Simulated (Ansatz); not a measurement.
**C₂H₆GeSi: a ladder of functionals and wavefunction methods**

How much do the methods differ for C₂H₆GeSi? The plan is to run it at one geometry with functionals of several rungs and with coupled cluster, and see how far each lands from CCSD(T) at the basis-set limit for the atomisation energy.

The runs use Ansatz 0.2.0, Gaussian basis; functionals in def2-TZVPP, the program's frozen cores in correlated methods.

Plan: LDA (SPW92), PBE-D4, revPBE-D4, BLYP-D4, r2SCAN-D4, B97M-V, PBE0-D4, B3LYP-D4, r2SCANh-D4, r2SCAN0-D4, HSE06-D4, BHLYP-D4, CAM-B3LYP-D4, LC-ωPBE, ωB97X-V, ωB97M-V, B2PLYP, PBE-QIDH; CCSD(T)/def2-SVP; CCSD(T)/def2-TZVPP; MP2/def2-QZVPP; extrapolation to the limit; RPA on PBE.

**1. The geometry**

All runs share one geometry, relaxed beforehand with PBE0-D4 in a triple-zeta def2 set.

10 atoms, charge 0, spin multiplicity 1.

Atoms are counted from 1 here; the program's logs count them from 0.

Bond lengths: C1–C2 1.345 Å, C1–Si4 1.877 Å, C1–H5 1.089 Å, C2–Ge3 1.968 Å, C2–H6 1.089 Å, Ge3–Si4 2.380 Å, Ge3–H7 1.540 Å, Ge3–H8 1.540 Å, Si4–H9 1.489 Å, Si4–H10 1.489 Å. Angles: C2–C1–Si4 105.9°, C2–C1–H5 123.0°, Si4–C1–H5 131.1°, C1–C2–Ge3 105.3°, C1–C2–H6 123.8°, Ge3–C2–H6 131.0°, C2–Ge3–Si4 72.5°, C2–Ge3–H7 114.8°, C2–Ge3–H8 114.8°, Si4–Ge3–H7 121.0°, Si4–Ge3–H8 120.9°, H7–Ge3–H8 108.5°, C1–Si4–Ge3 76.3°, C1–Si4–H9 115.5°, C1–Si4–H10 115.4°, Ge3–Si4–H9 119.6°, Ge3–Si4–H10 119.6°, H9–Si4–H10 107.7°.

**2. LDA**

This LDA is Slater exchange with PW92 correlation.

Input file in.yaml:

```yaml
crystal:
  periodic: [false, false, false]
  atoms:
    - {symbol: C, position_ang: [-0.848440, 0.854486, -0.471194]}
    - {symbol: C, position_ang: [-1.172930, -0.440662, -0.306367]}
    - {symbol: Ge, position_ang: [0.445849, -1.291368, 0.421505]}
    - {symbol: Si, position_ang: [0.933511, 1.015158, 0.095784]}
    - {symbol: H, position_ang: [-1.544598, 1.594587, -0.863067]}
    - {symbol: H, position_ang: [-2.150289, -0.855237, -0.548894]}
    - {symbol: H, position_ang: [1.072836, -2.368735, -0.482442]}
    - {symbol: H, position_ang: [0.288241, -1.874515, 1.837865]}
    - {symbol: H, position_ang: [1.152903, 1.895398, 1.277063]}
    - {symbol: H, position_ang: [1.905916, 1.419788, -0.957354]}
basis:
  gaussian: {orbitals: def2-TZVPP}
hamiltonian: {xc: lda}
output: {orbitals: {seedname: orbitals}}
```

After this run come: PBE-D4 (GGA); revPBE-D4 (GGA); BLYP-D4 (GGA); r2SCAN-D4 (meta-GGA); B97M-V (meta-GGA); PBE0-D4 (hybrid); B3LYP-D4 (hybrid); r2SCANh-D4 (hybrid); r2SCAN0-D4 (hybrid); HSE06-D4 (hybrid); BHLYP-D4 (hybrid); CAM-B3LYP-D4 (range-separated); LC-ωPBE (range-separated); ωB97X-V (range-separated); ωB97M-V (range-separated); B2PLYP (double hybrid); PBE-QIDH (double hybrid); CCSD(T) in def2-SVP; CCSD(T) in def2-TZVPP; MP2 in def2-QZVPP; RPA on PBE orbitals.

Q: Predict the results of all the runs planned. Wanted: atomisation energy, CCSD(T)/CBS; farthest beyond LDA; mean size of error, GGA; mean size of error, meta-GGA; mean size of error, hybrid; mean size of error, range-separated; mean size of error, double hybrid; gap, smallest and largest; T1 diagnostic.

As calculated:

| quantity | value |
| --- | --- |
| atomisation energy, CCSD(T)/CBS | 3447.6 kJ/mol |
| functionals within 34.5 kJ/mol (1.0 %) | PBE-D4, r2SCAN-D4, B97M-V, PBE0-D4, B3LYP-D4, r2SCANh-D4, HSE06-D4, CAM-B3LYP-D4, LC-ωPBE, ωB97X-V, ωB97M-V, PBE-QIDH |
| farthest beyond LDA | BHLYP-D4 (-88.3 kJ/mol) |
| mean size of error, GGA | 39.0 kJ/mol |
| mean size of error, meta-GGA | 11.8 kJ/mol |
| mean size of error, hybrid | 27.5 kJ/mol |
| mean size of error, range-separated | 16.3 kJ/mol |
| mean size of error, double hybrid | 35.3 kJ/mol |
| gap, smallest and largest | 4.80 eV (LDA (SPW92)), 11.86 eV (LC-ωPBE) |
| T1 diagnostic | 0.0124 |
| triples share of the correlation energy | 4.3 % |

What this shows: The LDA atomisation energy is off by 450.3 kJ/mol (13 %): it overbinds. PBE-D4 misses by +30.5 kJ/mol. Double hybrids carry the basis error of their MP2 part in triple zeta, and no dispersion term here, so their miss is partly the set-up's. The rungs meta-GGA, range-separated, hybrid miss on average by less than the doubt on the reference (34.5 kJ/mol), so they tie. The reference freezes the cores and leaves out relativity and excitations past (T), and its outer-core shells are covered unevenly, so misses under about 34.5 kJ/mol can't be ranked. Hartree-Fock recovers 74 % of the binding; the rest is correlation. CCSD(T) in def2-SVP is off by -199.0 kJ/mol, so the small basis spoils what the method gains. The gap grows from 4.8 to 11.9 eV across the functionals, mostly with the share of exact exchange. Correlated methods include outer-core shells of Ge, which these sets cover unevenly.
